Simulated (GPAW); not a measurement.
# CsLiCr2Te2S3 (R32) in GPAW: further runs

Aim: see how the results for CsLiCr2Te2S3 move with the level of theory and the settings. Levels: AM05, PW91. Tasks: band structure.

Program: GPAW 26.7.0. These are calculated values, not measurements. Logs are shortened: lines on timing, memory, paths and dates and some standing lists are left out, and cuts for length are marked. The log counts tension as positive stress, the text compression.

## (1) Starting point

The structure is trigonal, space group R32 (No. 155). The conventional cell has a = 6.639 Å, b = 6.639 Å, c = 20.639 Å, α = 90.00°, β = 90.00°, γ = 120.00°. Cs (site symmetry 32) is surrounded by 6 Te at 3.84 Å and 6 S at 4.04 Å and 2 Cr at 4.16 Å. Li (site symmetry 32) has 3 S at 2.41 Å as nearest neighbours. Cr (site symmetry 3) is surrounded by 3 S at 2.24 Å and 1 Te at 2.45 Å. Te (site symmetry 3) is surrounded by 1 Cr at 2.45 Å. S (site symmetry 2) is surrounded by 2 Cr at 2.24 Å and 1 Li at 2.41 Å.

The cell was built by a generator and needn't be a form met in nature.

## (2) Band structure, AM05, collinear spin, ferromagnetic start

run.py

```python
from ase import Atoms
from ase.dft.bandgap import bandgap
from ase.io import write
from ase.units import GPa
from ase.parallel import parprint
from gpaw import GPAW, PW, setup_paths

setup_paths.insert(0, '.')

atoms = Atoms(['Cs', 'Li', 'Cr', 'Cr', 'Te', 'Te', 'S', 'S', 'S'],
              cell=[[3.3192902327, 1.9163931094, 6.87982],
                    [-3.3192902327, 1.9163931094, 6.87982],
                    [0.0, -3.8327862188, 6.87982]],
              scaled_positions=[[0.0, 0.0, 0.0],
                                [0.5, 0.5, 0.5],
                                [0.79848, 0.79848, 0.79848],
                                [0.20152, 0.20152, 0.20152],
                                [0.6799, 0.6799, 0.6799],
                                [0.3201, 0.3201, 0.3201],
                                [0.13626, 0.86374, 0.5],
                                [0.5, 0.13626, 0.86374],
                                [0.86374, 0.5, 0.13626]],
              pbc=True)
atoms.set_initial_magnetic_moments([0.0, 0.0, 3.0, 3.0, 0.0, 0.0, 0.0, 0.0, 0.0])

calc = GPAW(mode=PW(800),
            xc='AM05',
            kpts={'size': (4, 4, 4), 'gamma': True},
            occupations={'name': 'fermi-dirac', 'width': 0.05},
            nbands=49,
            convergence={'density': 1e-05, 'energy': 1e-05},
            maxiter=150,
            txt='gpaw.txt')
atoms.calc = calc
energy = atoms.get_potential_energy()
forces = atoms.get_forces()
stress = atoms.get_stress()
calc.write('gs.gpw')
write('result.traj', atoms)
parprint(f'Energy: {energy:.6f} eV')
parprint('Forces (eV/A):')
parprint(forces.round(4))
parprint('Stress (GPa):', (stress / GPa).round(3))
parprint('Moments:', calc.get_magnetic_moments().round(3))
parprint('Fermi level:', round(calc.get_fermi_level(), 4), 'eV')
parprint(f'Gap: {bandgap(calc)[0]:.4f} eV, direct: {bandgap(calc, direct=True)[0]:.4f} eV')

path = atoms.cell.bandpath('GLB1,BZGX,QFP1Z,LP', npoints=80, eps=1e-4)
bs_calc = calc.fixed_density(kpts=path, symmetry='off', nbands=88,
                             convergence={'bands': 'CBM+6.0', 'eigenstates': 1e-6}, txt='bands.txt')
bs = bs_calc.band_structure()
bs.write('bs.json')
parprint(f'Gap on the path: {bandgap(bs_calc)[0]:.4f} eV')
```

Potentials or basis: PAW data sets generated in the run's folder for this functional, pw.

Launch:

```sh
$ gpaw-setup -f AM05 Cr Cs Li S Te
$ OMP_NUM_THREADS=1 mpirun -n 8 gpaw python run.py
```

gpaw.txt:

```text
__  _  _
 | _ |_)|_||  |
 |__||  | ||/\| - 26.7.0

Input parameters:
  mode=PW(ecut=800.0),
  convergence={'density': 1e-05, 'energy': 1e-05},
  kpts=MonkhorstPack(size=(4, 4, 4), gamma=True),
  maxiter=150,
  nbands=49,
  occupations=Occupations(name='fermi-dirac', width=0.05),
  xc=XC(name='AM05')

Diagonalizing LCAO Hamiltonian
Converting LCAO to pw mode

               Cr

               Te

                   S
        S      Li

                S

               Te

               Cr

               Cs

Atoms  # Å, Bohr magnetons
|   | symbol |         x |         y |         z |    initial magnetic moments |
|---|--------|-----------|-----------|-----------|-----------------------------|
| 0 |     Cs |  0.000000 |  0.000000 |  0.000000 | ( 0.0000,  0.0000,  0.0000) |
| 1 |     Li |  0.000000 |  0.000000 | 10.319730 | ( 0.0000,  0.0000,  0.0000) |
| 2 |     Cr | -0.000000 |  0.000000 | 16.480196 | ( 0.0000,  0.0000,  3.0000) |
| 3 |     Cr | -0.000000 | -0.000000 |  4.159264 | ( 0.0000,  0.0000,  3.0000) |
| 4 |     Te | -0.000000 | -0.000000 | 14.032769 | ( 0.0000,  0.0000,  0.0000) |
| 5 |     Te |  0.000000 | -0.000000 |  6.606691 | ( 0.0000,  0.0000,  0.0000) |
| 6 |      S | -2.414717 | -0.000000 | 10.319730 | ( 0.0000,  0.0000,  0.0000) |
| 7 |      S |  1.207359 | -2.091206 | 10.319730 | ( 0.0000,  0.0000,  0.0000) |
| 8 |      S |  1.207359 |  2.091206 | 10.319730 | ( 0.0000,  0.0000,  0.0000) |

Unit cell  # Å
| periodic |         x |         y |        z |  lengths |    angles |
|----------|-----------|-----------|----------|----------|-----------|
|      yes |  3.319290 |  1.916393 | 6.879820 | 7.875416 | 49.855481 |
|      yes | -3.319290 |  1.916393 | 6.879820 | 7.875416 | 49.855481 |
|      yes |  0.000000 | -3.832786 | 6.879820 | 7.875416 | 49.855481 |

Number of symmetries: 6
Symmetry operations  # r_c * U_cc + t_c -> r_c
|   | kind |            matrix            |
|---|------|------------------------------|
| 0 |  E   |  1, 0, 0,  0, 1, 0,  0, 0, 1 |
| 1 |  C3  |  0, 1, 0,  0, 0, 1,  1, 0, 0 |
| 2 |  C3  |  0, 0, 1,  1, 0, 0,  0, 1, 0 |
| 3 |  C2  |  0, 0,-1,  0,-1, 0, -1, 0, 0 |
| 4 |  C2  |  0,-1, 0, -1, 0, 0,  0, 0,-1 |
| 5 |  C2  | -1, 0, 0,  0, 0,-1,  0,-1, 0 |

BZ-sampling:
  Number of BZ points: 64
  Number of IBZ points: 13

  Monkhorst-Pack size: [4, 4, 4]
  Monkhorst-Pack shift: [0.125, 0.125, 0.125]

K-points  # in reciprocal-cell coordinates
|     |                                coordinates |     weight |
|-----|--------------------------------------------|------------|
|   0 | (  0.00000000,   0.00000000,   0.00000000) | 0.01562500 |
|   1 | (  0.25000000,   0.00000000,  -0.25000000) | 0.09375000 |
|   2 | (  0.25000000,   0.00000000,   0.00000000) | 0.09375000 |
|   3 | (  0.25000000,   0.25000000,  -0.25000000) | 0.09375000 |
|   4 | (  0.25000000,   0.25000000,   0.00000000) | 0.09375000 |
|   5 | (  0.25000000,   0.25000000,   0.25000000) | 0.03125000 |
|   6 | (  0.50000000,   0.00000000,   0.00000000) | 0.04687500 |
|   7 | (  0.50000000,   0.25000000,  -0.25000000) | 0.09375000 |
|   8 | (  0.50000000,   0.25000000,   0.00000000) | 0.18750000 |
|   9 | (  0.50000000,   0.25000000,   0.25000000) | 0.09375000 |
| ... |                                            |            |
|  12 | (  0.50000000,   0.50000000,   0.50000000) | 0.01562500 |

Plane wave coefficients: 13505
Cutoff: 800.0 eV

Spin-components: 2 (collinear spins)
Bands:           49
Projectors:      47
Spin-degeneracy: 1
Datatype:        complex128

Parallelization:
  kpt:    4
  domain: 2
  band:   1

Density:
  Valence electrons: 52.0
  Components: 2
  Grid points: [54 54 54]
  Charge: 0.0  # |e|

Potential:
  Grid points: [54 54 54]

species:
  Cs:
    name:    Caesium
    Z:       55.0
    valence: 9
    core:    46
    charge:  0.0  # [|e|]
    compensation charges:
      type: gauss
      rc: 0.33  # [Å]
      lmax: 2
    cutoffs:
      filter: 2.06  # [Å]
      core: 2.51  # [Å]
    projectors
    | kind |    occ | energy [eV] | rcut [Å] |
    |------|--------|-------------|----------|
    |   5s |  2.000 |     -26.757 |    1.164 |
    |   6s |  1.000 |      -2.039 |    1.164 |
    |   5p |  6.000 |     -13.535 |    1.058 |
    |    p |        |      13.676 |    1.058 |
    |    d |        |       0.000 |    1.058 |

    Using partial waves for Cs as LCAO basis

  Li:
    name:    Lithium
    Z:       3.0
    valence: 1
    core:    2
    charge:  0.0  # [|e|]
    compensation charges:
      type: gauss
      rc: 0.33  # [Å]
      lmax: 2
    cutoffs:
      filter: 1.91  # [Å]
      core: 2.55  # [Å]
    projectors
    | kind |    occ | energy [eV] | rcut [Å] |
    |------|--------|-------------|----------|
    |   2s |  1.000 |      -2.818 |    1.058 |
    |   2p |  0.000 |      -1.058 |    1.058 |
    |    s |        |      24.393 |    1.058 |
    |    p |        |      26.153 |    1.058 |
    |    d |        |       0.000 |    1.058 |

    Using partial waves for Li as LCAO basis

  Cr:
    name:    Chromium
    Z:       24.0
    valence: 6
    core:    18
    charge:  0.0  # [|e|]
    compensation charges:
      type: gauss
      rc: 0.35  # [Å]
      lmax: 2
    cutoffs:
      filter: 2.14  # [Å]
      core: 3.04  # [Å]
    projectors
    | kind |    occ | energy [eV] | rcut [Å] |
    |------|--------|-------------|----------|
    |   4s |  1.000 |      -3.949 |    1.164 |
    |   4p |  0.000 |      -0.928 |    1.217 |
    |   3d |  5.000 |      -2.900 |    1.111 |
    |    s |        |      23.263 |    1.164 |
    |    p |        |      26.283 |    1.217 |
    |    d |        |      24.311 |    1.111 |

    Using partial waves for Cr as LCAO basis

  Te:
    name:    Tellurium
    Z:       52.0
    valence: 6
    core:    46
    charge:  0.0  # [|e|]
    compensation charges:
      type: gauss
      rc: 0.36  # [Å]
      lmax: 2
    cutoffs:
      filter: 2.09  # [Å]
      core: 3.17  # [Å]
    projectors
    | kind |    occ | energy [eV] | rcut [Å] |
    |------|--------|-------------|----------|
    |   5s |  2.000 |     -15.096 |    1.180 |
    |   5p |  4.000 |      -5.924 |    1.196 |
    |    s |        |      12.115 |    1.180 |
    |    p |        |      21.287 |    1.196 |
    |    d |        |       0.000 |    1.238 |

    Using partial waves for Te as LCAO basis

  S:
    name:    Sulfur
    Z:       16.0
    valence: 6
    core:    10
    charge:  0.0  # [|e|]
    compensation charges:
      type: gauss
      rc: 0.24  # [Å]
      lmax: 2
    cutoffs:
      filter: 1.77  # [Å]
      core: 1.66  # [Å]
    projectors
    | kind |    occ | energy [eV] | rcut [Å] |
    |------|--------|-------------|----------|
    |   3s |  2.000 |     -17.141 |    0.974 |
    |   3p |  4.000 |      -6.951 |    0.979 |
    |    s |        |      10.071 |    0.974 |
    |    p |        |      20.260 |    0.979 |
    |    d |        |       0.000 |    0.900 |

    Using partial waves for S as LCAO basis

Reference energy: -670675.074660  # eV

eigensolver:
  PPCG
  Converge bands: occupied
  niter=2

density mixing:
  MSR1-Mixer
  Pratt-step length: 0.05
  Maximum mixing coefficient: 0.75
  Old densities: 10
  SVD Regularization: 0.005
  Good broyden scale: 1.0
  Trust region scale: 1.0
  Backstep threshold: 4.0
  History deletion threshold: 6.0
  Fourier metric: weight=20.0, sigma=0.015

occupation numbers:
  Fermi-Dirac:
    width: 0.0500  # eV

poisson solver:
  ecut: 6400.0  # eV

xc functional:
  name: AM05 with 2 nearest neighbor stencil

convergence criteria:
- Maximum integral of absolute [dens]ity change: 1e-05 electrons / valence electron
- Maximum [total energy] change in last 3 cyles: 1e-05 eV / valence electron
- Maximum integral of absolute [eigenst]ate change: 4e-08 eV^2 / valence electron
maximum number of iterations: 150

SCF iterations
|iter     | |      energy | eigst |  dens |  magmom |
|---------|-|-------------|-------|-------|---------|
|iter:   1| |  -49.075885 | +0.30 |       |  +5.9893|
|iter:   2| |  -46.255852 | -1.06 | -0.70 |  +5.9149|
|iter:   3| |  -46.080144 | -2.27 | -0.95 |  +5.7981|
|iter:   4| |  -45.893194 | -2.26 | -1.01 |  +5.3741|
|iter:   5| |  -45.889773 | -2.18 | -1.12 |  +4.8094|
|iter:   6| |  -45.942701 | -2.55 | -1.35 |  +4.3269|
|iter:   7| |  -45.953555 | -3.15 | -1.65 |  +4.1505|
|iter:   8| |  -45.960074 | -3.54 | -1.92 |  +3.9932|
|iter:   9| |  -45.960669 | -4.39 | -2.42 |  +3.9945|
|iter:  10| |  -45.960854 | -5.00 | -2.89 |  +3.9961|
|iter:  11| |  -45.960874c| -5.59 | -3.21 |  +4.0021|
|iter:  12| |  -45.960871c| -6.28 | -3.54 |  +4.0035|
|iter:  13| |  -45.960868c| -6.91 | -3.98 |  +4.0031|
|iter:  14| |  -45.960867c| -7.45c| -4.44 |  +4.0028|
|iter:  15| |  -45.960867c| -7.57c| -4.96 |  +4.0027|
|iter:  16| |  -45.960867c| -8.17c| -5.42c|  +4.0027|

Converged in 16 steps
Energy contributions relative to reference atoms: (reference = -670675.074660)

Energy contributions:
  Kinetic:          10.910755
  Coulomb:         -23.991141
  Zero:              0.913104
  External:          0.000000
  Xc:              -33.782219
  Entropy:          -0.022735
  Spinorbit:         0.000000
  ----------------------------
  Free energy:     -45.972234
  Extrapolated:    -45.960867

dipole moment: (-0.000000, -0.000000, -116.114339)  # |e|*Ang

Total magnetic moment: (0.000000, 0.000000, 4.002703)

Local magnetic moments
|        x |        y |         z |
|----------|----------|-----------|
| 0.000000 | 0.000000 | -0.004781 |  # Cs   0
| 0.000000 | 0.000000 |  0.005688 |  # Li   1
| 0.000000 | 0.000000 |  2.198615 |  # Cr   2
| 0.000000 | 0.000000 |  2.198615 |  # Cr   3
| 0.000000 | 0.000000 | -0.189953 |  # Te   4
| 0.000000 | 0.000000 | -0.189953 |  # Te   5
| 0.000000 | 0.000000 | -0.065214 |  # S    6
| 0.000000 | 0.000000 | -0.065214 |  # S    7
| 0.000000 | 0.000000 | -0.065214 |  # S    8

Fermi level: 3.604
Eigenvalues  # (at kpt = [0.000, 0.000, 0.000])
| band index |      eig [eV] | occ [0-1] |      eig [eV] | occ [0-1] |
|------------|---------------|-----------|---------------|-----------|
|          0 |       -17.596 |     1.000 |       -17.602 |     1.000 |
|        ... |               |           |               |           |
|         18 |         1.036 |     1.000 |         1.551 |     1.000 |
|         19 |         1.219 |     1.000 |         1.551 |     1.000 |
|         20 |         1.219 |     1.000 |         1.615 |     1.000 |
|         21 |         1.365 |     1.000 |         1.893 |     1.000 |
|         22 |         2.153 |     1.000 |         3.393 |     0.986 |
|         23 |         2.153 |     1.000 |         3.393 |     0.986 |
[... 8 lines left out ...]
|         32 |         5.359 |     0.000 |         6.591 |     0.000 |
|         33 |         5.360 |     0.000 |         6.591 |     0.000 |
|        ... |               |           |               |           |
|         48 |        12.160 |     0.000 |        12.058 |     0.000 |

No gap
No difference between direct/indirect transitions

Forces  # eV/Ang
|        x |        y |        z |
|----------|----------|----------|
|  0.00000 |  0.00000 |  0.00000 |  # Cs   0
|  0.00000 |  0.00000 | -0.00000 |  # Li   1
|  0.00000 |  0.00000 | -0.12184 |  # Cr   2
|  0.00000 |  0.00000 |  0.12184 |  # Cr   3
|  0.00000 | -0.00000 |  0.30240 |  # Te   4
|  0.00000 |  0.00000 | -0.30240 |  # Te   5
| -0.19748 |  0.00000 | -0.00000 |  # S    6
|  0.09874 | -0.17102 | -0.00000 |  # S    7
|  0.09874 |  0.17102 |  0.00000 |  # S    8

Stress tensor  # eV/Ang^3
|         x |        y |        z |
|-----------|----------|----------|
|  0.007367 | 0.000000 | 0.000000 |
| -0.000000 | 0.007367 | 0.000000 |
|  0.000000 | 0.000000 | 0.009324 |

# Writing to gs.gpw (mode='')
```

Run time: 9.2 min. Hardware: 8 MPI ranks of AMD EPYC 7R43 (Zen 3), shared host; peak memory 1.1 GiB.

Results:

```yaml
Free_energy: -45.9722 eV
Pressure: -1.3 GPa
Largest_force: 0.302 eV/Å
Band_gap_along_the_path: none (metal or under the smearing width)
Net_moment: 4.00 μB per cell
Site_moments: Cs -0.00; Li +0.01; Cr +2.20; Te -0.19; S -0.07 μB
```

Forces in eV/Å, atoms in the order of the input:
```
Cs   0.000  0.000  0.000
Li   0.000  0.000  0.000
Cr   0.000  0.000 -0.122
Cr   0.000  0.000  0.122
Te   0.000  0.000  0.302
Te   0.000  0.000 -0.302
S   -0.197  0.000  0.000
S    0.099 -0.171  0.000
S    0.099  0.171  0.000
```

Levels at the corners of the path, in eV from the Fermi level:
Spin up:
```csv
point,band 24,band 25,band 26,band 27,band 28,band 29,band 30,band 31,band 32,band 33
Γ,-1.45,-0.51,-0.51,-0.13,-0.13,0.05,0.35,0.35,1.68,1.76
L,-1.32,-1.05,-0.50,-0.20,-0.17,0.37,0.74,0.75,0.84,1.04
B1,-0.93,-0.73,-0.67,-0.40,-0.21,0.30,0.32,0.82,0.95,1.17
B,-0.93,-0.73,-0.67,-0.40,-0.21,0.30,0.32,0.82,0.95,1.17
Z,-1.46,-1.16,-1.16,-0.48,-0.17,-0.17,0.86,0.86,1.10,1.60
Γ,-1.45,-0.51,-0.51,-0.13,-0.13,0.05,0.35,0.35,1.68,1.76
X,-0.88,-0.79,-0.58,-0.40,-0.18,0.25,0.37,0.80,1.07,1.09
Q,-0.88,-0.79,-0.58,-0.40,-0.18,0.25,0.37,0.80,1.07,1.09
F,-0.91,-0.79,-0.68,-0.29,-0.03,0.07,0.38,0.41,0.87,1.17
P1,-1.02,-0.88,-0.65,-0.28,-0.25,0.26,0.38,0.60,0.90,1.11
Z,-1.46,-1.16,-1.16,-0.48,-0.17,-0.17,0.86,0.86,1.10,1.60
L,-1.32,-1.05,-0.50,-0.20,-0.17,0.37,0.74,0.75,0.84,1.04
P,-1.02,-0.88,-0.65,-0.28,-0.25,0.26,0.38,0.60,0.90,1.11
```
Spin down:
```csv
point,band 21,band 22,band 23,band 24,band 25,band 26,band 27,band 28
Γ,-1.99,-1.71,-0.21,-0.21,0.70,0.70,0.99,0.99
L,-1.66,-1.47,-0.90,-0.77,0.75,1.04,1.17,1.54
B1,-1.83,-1.39,-0.80,-0.33,0.83,0.94,1.11,1.30
B,-1.83,-1.39,-0.80,-0.33,0.83,0.94,1.11,1.30
Z,-1.64,-1.64,-0.73,-0.73,0.67,0.67,0.90,1.14
Γ,-1.99,-1.71,-0.21,-0.21,0.70,0.70,0.99,0.99
X,-1.91,-1.34,-0.82,-0.32,0.85,0.98,1.10,1.32
Q,-1.91,-1.34,-0.82,-0.32,0.85,0.98,1.10,1.32
F,-1.91,-1.57,-0.67,-0.29,0.79,0.85,0.96,1.49
P1,-1.80,-1.63,-0.68,-0.48,0.80,0.84,1.02,1.36
Z,-1.64,-1.64,-0.73,-0.73,0.67,0.67,0.90,1.14
L,-1.66,-1.47,-0.90,-0.77,0.75,1.04,1.17,1.54
P,-1.80,-1.63,-0.68,-0.48,0.80,0.84,1.02,1.36
```

Caveat: spin-orbit coupling is left out, which moves the levels of the heavy elements; only a ferromagnetic start was run, and an antiferromagnetic order may lie lower in energy.

## (3) Band structure, PW91, collinear spin, ferromagnetic start

run.py: that of step 2 with these lines changed.

```diff
@@ -26,3 +26,3 @@
 calc = GPAW(mode=PW(800),
-            xc='AM05',
+            xc='GGA_X_PW91+GGA_C_PW91',
             kpts={'size': (4, 4, 4), 'gamma': True},
```

Potentials or basis: PAW data sets generated in the run's folder for this functional, pw.

Launch:

```sh
$ gpaw-setup -f GGA_X_PW91+GGA_C_PW91 Cr Cs Li S Te
$ OMP_NUM_THREADS=1 mpirun -n 8 gpaw python run.py
```

It took 9.1 min on 8 MPI ranks of AMD EPYC 7R43 (Zen 3), shared host; peak memory 1.1 GiB.

The run converged. Its results:

- Free energy: -45.7841 eV
- Pressure: 0.0 GPa
- Largest force: 0.129 eV/Å
- Band gap along the path: none (metal or under the smearing width)
- Net moment: 4.00 μB per cell
- Site moments: Cs -0.01; Li +0.01; Cr +2.23; Te -0.19; S -0.07 μB

Forces on the atoms (eV/Å):
```
Cs   0.000  0.000  0.000
Li   0.000  0.000  0.000
Cr   0.000  0.000 -0.129
Cr   0.000  0.000  0.129
Te   0.000  0.000  0.070
Te   0.000  0.000 -0.070
S    0.041  0.000  0.000
S   -0.021  0.036  0.000
S   -0.021 -0.036  0.000
```

Stress tensor (GPa, compression positive):
```
 0.11  0.00  0.00
 0.00  0.11  0.00
 0.00  0.00 -0.32
```

Levels at the corners of the path, in eV from the Fermi level:
Spin up:
```
point  band 25  band 26  band 27  band 28  band 29  band 30  band 31  band 32
    Γ    -0.49    -0.49    -0.16    -0.16     0.09     0.34     0.34     1.71
    L    -1.08    -0.50    -0.27    -0.18     0.41     0.78     0.80     0.86
   B1    -0.73    -0.68    -0.43    -0.20     0.33     0.37     0.84     0.97
    B    -0.73    -0.68    -0.43    -0.20     0.33     0.37     0.84     0.97
    Z    -1.14    -1.14    -0.44    -0.23    -0.23     0.86     0.86     1.13
    Γ    -0.49    -0.49    -0.16    -0.16     0.09     0.34     0.34     1.71
    X    -0.77    -0.60    -0.43    -0.16     0.29     0.41     0.82     1.10
    Q    -0.77    -0.60    -0.43    -0.16     0.29     0.41     0.82     1.10
    F    -0.84    -0.64    -0.35    -0.02     0.10     0.42     0.43     0.90
   P1    -0.93    -0.63    -0.33    -0.26     0.30     0.41     0.61     0.94
    Z    -1.14    -1.14    -0.44    -0.23    -0.23     0.86     0.86     1.13
    L    -1.08    -0.50    -0.27    -0.18     0.41     0.78     0.80     0.86
    P    -0.93    -0.63    -0.33    -0.26     0.30     0.41     0.61     0.94
```
Spin down:
| point | band 22 | band 23 | band 24 | band 25 | band 26 | band 27 |
| --- | --- | --- | --- | --- | --- | --- |
| Γ | -1.72 | -0.20 | -0.20 | 0.74 | 0.74 | 1.07 |
| L | -1.45 | -0.87 | -0.75 | 0.82 | 1.11 | 1.28 |
| B1 | -1.38 | -0.79 | -0.31 | 0.90 | 1.05 | 1.18 |
| B | -1.38 | -0.79 | -0.31 | 0.90 | 1.05 | 1.18 |
| Z | -1.62 | -0.71 | -0.71 | 0.73 | 0.73 | 0.90 |
| Γ | -1.72 | -0.20 | -0.20 | 0.74 | 0.74 | 1.07 |
| X | -1.32 | -0.81 | -0.30 | 0.93 | 1.08 | 1.16 |
| Q | -1.32 | -0.81 | -0.30 | 0.93 | 1.08 | 1.16 |
| F | -1.56 | -0.65 | -0.28 | 0.87 | 0.91 | 1.08 |
| P1 | -1.62 | -0.67 | -0.47 | 0.86 | 0.92 | 1.12 |
| Z | -1.62 | -0.71 | -0.71 | 0.73 | 0.73 | 0.90 |
| L | -1.45 | -0.87 | -0.75 | 0.82 | 1.11 | 1.28 |
| P | -1.62 | -0.67 | -0.47 | 0.86 | 0.92 | 1.12 |

Caveat: spin-orbit coupling is left out, which moves the levels of the heavy elements; only a ferromagnetic start was run, and an antiferromagnetic order may lie lower in energy.
